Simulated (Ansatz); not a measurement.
# CH5NSSi: rigid torsion scan in Python

Wanted for CH5NSSi: a rigid torsion scan. SMILES: N=C[SiH2]S.

Program: the Python package of Ansatz 0.2.0. Level of theory: Hartree-Fock/cc-pVDZ. These are calculated values, not measurements.

### Step 1. The system

Bond lengths: N1–C2 1.295 Å, C2–Si3 1.876 Å, Si3–S4 2.153 Å, N1–H5 1.031 Å, C2–H6 1.101 Å, Si3–H7 1.485 Å, Si3–H8 1.485 Å, S4–H9 1.340 Å. Angles: N1–C2–Si3 124.6°, N1–C2–H6 119.4°, Si3–C2–H6 116.0°, C2–N1–H5 111.9°, C2–Si3–S4 108.5°, C2–Si3–H7 111.8°, C2–Si3–H8 111.3°, S4–Si3–H7 108.3°, S4–Si3–H8 107.6°, H7–Si3–H8 109.1°, Si3–S4–H9 96.2°.

No structure file is read: the coordinates are typed or built in the script.

### Step 2. The code

The input, torsion_ch5nssi.py:

```python
"""Rigid torsion scan of CH5NSSi."""

import ansatz
from ase import Atoms

atoms = Atoms(["N", "C", "Si", "S", "H", "H", "H", "H", "H"], positions=[
    [1.7212, -0.2696, -0.8225],
    [0.8096, -0.9199, -0.1729],
    [-0.8973, -0.2505, 0.2262],
    [-0.8994, 1.8739, -0.126],
    [1.3968, 0.6658, -1.1086],
    [1.025, -1.9386, 0.1862],
    [-1.9454, -0.8663, -0.6271],
    [-1.242, -0.4692, 1.6544],
    [0.0315, 2.1744, 0.7904],
])

# start the scan from a relaxed geometry
first = (
    ansatz.Crystal.molecule_from_ase(atoms).calculation()
    .basis(gaussian="cc-pVDZ")
    .functional("hf")
    .relax(force_tolerance=0.02, max_steps=80)
)
atoms.positions = first.run(threads=1, pin="off").report["positions_ang"]

start = atoms.get_dihedral(1, 2, 3, 8)
energies = {}
for turn in range(0, 360, 40):
    turned = atoms.copy()
    turned.set_dihedral(1, 2, 3, 8, start + turn, indices=[3, 8])
    calculation = (
        ansatz.Crystal.molecule_from_ase(turned).calculation()
        .basis(gaussian="cc-pVDZ")
        .functional("hf")
    )
    energies[round((start + turn) % 360)] = calculation.run(threads=1, pin="off").report["free_energy_ev"]
floor = min(energies.values())
print("dihedral C1-Si2-S3-H8 (deg)   E - E(min) (kJ/mol)")
for angle, e in sorted(energies.items()):
    print(f"{angle:8d} {96.485332 * (e - floor):14.3f}  " + "#" * int(30 * (e - floor) / max(max(energies.values()) - floor, 1e-9)))
```

### Step 3. The run

Launch:

```bash
$ python torsion_ch5nssi.py
```

Q: Predict the main results. Wanted: range of energy; lowest point, turn.

As calculated:

| quantity | value |
| --- | --- |
| runs compared | 9 |
| range of energy | 0.199 eV |
| lowest point, turn (°) | 0 |

**Reading.** The lowest point lies at a turn of 0°, the highest 0.199 eV (19.2 kJ/mol) above it at 80°. The rest of the molecule is held rigid, so the true barrier is lower. Run 0: The relaxation took 7 moves; the largest shift is 0.229 Å, of atom 9 (H). The scan is rigid, so its barriers lie above those of a relaxed path; they are electronic energies in a modest basis. With rigid groups the curve can differ much from the relaxed barrier, and equivalent turns needn't return to the same energy.
